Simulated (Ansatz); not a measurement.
**C2HGa (singlet): wave-function methods side by side, cc-pVTZ**

The task here is to estimate one member of a computed series from the others.

Method: cc-pVTZ, core rule «outside noble gas», up to 16 orbitals frozen; program: Ansatz 0.2.0, Gaussian basis.

To be run: UHF; CCSD(T) on RHF; BCCD(T) on RHF; CCSDT(Q) on RHF.

3 further runs of the same task are left out: 3 set aside as unsound or not needed. Runs told in other sessions of the task aren't counted.

### The system

The geometry is a PBE0/def2-TZVP stationary point (not a proven minimum). No spin-orbit coupling is included. The filled d shell of Ga may be among the frozen orbitals whatever the setting's name suggests.

4 atoms, charge 0, spin multiplicity 1.

Atoms are counted from 1 here; the program's logs count them from 0.

Bond lengths: C1–C2 1.216 Å, C1–H4 1.067 Å, C2–Ga3 2.016 Å. Angles: C2–C1–H4 180.0°, C1–C2–Ga3 180.0°.

Set-up of the first run:

File in.yaml:

```yaml
crystal:
  periodic: [false, false, false]
  atoms:
    - {symbol: C, position_ang: [0.000000, 0.000000, 0.845025]}
    - {symbol: C, position_ang: [0.000000, 0.000000, -0.370675]}
    - {symbol: Ga, position_ang: [0.000000, 0.000000, -2.386775]}
    - {symbol: H, position_ang: [0.000000, 0.000000, 1.912425]}
basis:
  gaussian: {orbitals: cc-pVTZ}
magnetization: {spin_polarized: true, initial_magnetization: 0}
hamiltonian: {xc: hf}
output: {orbitals: {seedname: orbitals}}
```

Started as:

```console
$ ansatz run in.yaml --threads 1 --pin off --events-out ev --progress --plain --max-ram 4096MiB --backend cpu
```

Steps of the session up to this table: UHF; CCSD(T) on RHF; BCCD(T) on RHF; CCSDT(Q) on RHF.

One table of the session follows, with a row left open; its other results are not shown here.

```
   method  from RCCSDT(Q) (meV)
      RHF              +10517.3
     RMP2               +1054.3
    RCCSD                     ?
 RCCSD(T)                 +45.6
  BCCD(T)                 +43.0
   RCCSDT                 +44.6
RCCSDT(Q)                     0
```

Estimate the missing values for RCCSD.

The run gave: from RCCSDT(Q) (meV): +587.3. In the column «from RCCSDT(Q) (meV)» it lies between RCCSD(T) (+45.6) and RMP2 (+1054.3).

With the free atoms at the same levels and basis (separate runs), the atomisation energy is 15.795 eV at RCCSDT(Q), 15.785 eV at RCCSD(T), 11.456 eV at RHF.
